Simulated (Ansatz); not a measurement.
# SnHCl2O radical: how energies converge with the basis set

Aim: see how fast density functionals converge with the basis set for SnHCl2O radical.

Method: one geometry, several basis sets; program: Ansatz 0.2.0, Gaussian basis.

Plan: PBE0-D4/def2-SVP; ωB97M-V/def2-SVP; PBE0-D4/def2-QZVPP; ωB97M-V/def2-QZVPP; the functionals' def2-TZVPP values are taken from earlier runs.

### Step 1. The relaxed structure

All runs share one geometry, relaxed beforehand with PBE0-D4 in a triple-zeta def2 set. Sn takes the def2 core potential; no spin-orbit term is included.

SMILES `[OH][Sn]([Cl])[Cl]`, 5 atoms, charge 0, spin multiplicity 2.

Atoms are counted from 1 here; the program's logs count them from 0.

Bond lengths: O1–Sn2 1.961 Å, O1–H5 0.963 Å, Sn2–Cl3 2.330 Å, Sn2–Cl4 2.347 Å. Angles: Sn2–O1–H5 112.2°, O1–Sn2–Cl3 104.8°, O1–Sn2–Cl4 106.4°, Cl3–Sn2–Cl4 109.7°.

### Step 2. PBE0-D4 in def2-SVP

Input file in.yaml:

```yaml
crystal:
  periodic: [false, false, false]
  atoms:
    - {symbol: O, position_ang: [0.237040, 1.362180, 0.365228]}
    - {symbol: Sn, position_ang: [0.588827, -0.435376, -0.335210]}
    - {symbol: Cl, position_ang: [0.946603, -1.750757, 1.554569]}
    - {symbol: Cl, position_ang: [-1.378926, -1.120550, -1.414686]}
    - {symbol: H, position_ang: [-0.343545, 1.870903, -0.211301]}
basis:
  gaussian: {orbitals: def2-SVP}
magnetization: {spin_polarized: true, initial_magnetization: 1}
hamiltonian: {xc: pbe0, dispersion: d4}
output: {orbitals: {seedname: orbitals}}
```

Run with:

```
> ansatz run in.yaml --threads 2 --pin off --events-out ev --progress --plain --max-ram 32768MiB --backend cpu
```

Further steps of the session: ωB97M-V in def2-SVP; PBE0-D4 in def2-QZVPP; ωB97M-V in def2-QZVPP.

**Question.** What will the summary of the whole plan be? Wanted: PBE0-D4: double and triple zeta above quadruple; ωB97M-V: double and triple zeta above quadruple.

**Answer**, as computed:

```
                                       quantity           value
PBE0-D4: double and triple zeta above quadruple  12.66, 0.93 eV
ωB97M-V: double and triple zeta above quadruple  12.60, 0.89 eV
```

What this shows: PBE0-D4 gains 11.73 eV from double to triple zeta, then 0.93 eV more. These are total energies; as a rule much of such shifts cancels in differences, which this series doesn't test.
